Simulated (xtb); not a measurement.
# GFN0-xTB run of doublet [SiF4]+

Aim: a geometry optimisation of doublet [SiF4]+. 

Program for the calculation: xtb 6.7.1.

5 further runs of the same task are left out: 2 that didn't finish, 3 set aside as unsound or not needed.

### 1 The structure to begin with

The species is [SiF4]+ (5 atoms), meant as a doublet with charge +1. SMILES of the parent species: `F[Si](F)(F)F`. The shape is that of a GFN2-xTB optimisation. That shape belongs to the parent species and isn't relaxed for this state. The run starts from this shape.

Bond lengths: Si1–F2 1.566 Å, Si1–F3 1.566 Å, Si1–F4 1.566 Å, Si1–F5 1.566 Å. Angles: F2–Si1–F3 109.3°, F2–Si1–F4 109.6°, F2–Si1–F5 109.5°, F3–Si1–F4 109.5°, F3–Si1–F5 109.5°, F4–Si1–F5 109.5°.

### 2 A geometry optimisation at GFN0-xTB

Input file input.inp:

```
$opt
   microcycle=10
$end
```

Input file struc.tmol:

```
$coord
     -0.001322808287      0.000642506882     -0.000680301405  si
      0.022979069675     -0.034695371648      2.958422939885  f
      2.783623273357      0.019747638002     -1.001214695349  f
     -1.409471127313      2.422931247950     -0.952440864073  f
     -1.395789510171     -2.408626021187     -1.004105976320  f
$end
```

On the command line:

```sh
$ xtb struc.tmol --gfn 0 -c 1 --uhf 1 --cycles 100 -I input.inp --opt vtight > out.txt 2> xtb.err
```

**Question.** What will come out? Wanted: total energy at the end; HOMO energy; LUMO energy; dispersion energy; mean polarisability.

**Answer.** As computed:

At GFN0-xTB:

| quantity | value |
| --- | --- |
| total energy at the end | -15.41570 Eh |
| HOMO energy (partly filled) | -12.05 eV |
| LUMO energy | -5.05 eV |
| dispersion energy | -2.14 kJ/mol |
| mean polarisability (D4 model) | 42.3 bohr³ |

At the final geometry: Bond lengths: Si1–F2 1.630 Å, Si1–F3 1.631 Å, Si1–F4 1.630 Å, Si1–F5 1.630 Å. Angles: F2–Si1–F3 109.4°, F2–Si1–F4 109.5°, F2–Si1–F5 109.5°, F3–Si1–F4 109.5°, F3–Si1–F5 109.5°, F4–Si1–F5 109.5°. The optimisation took 7 steps and changed the energy by -0.262 eV.
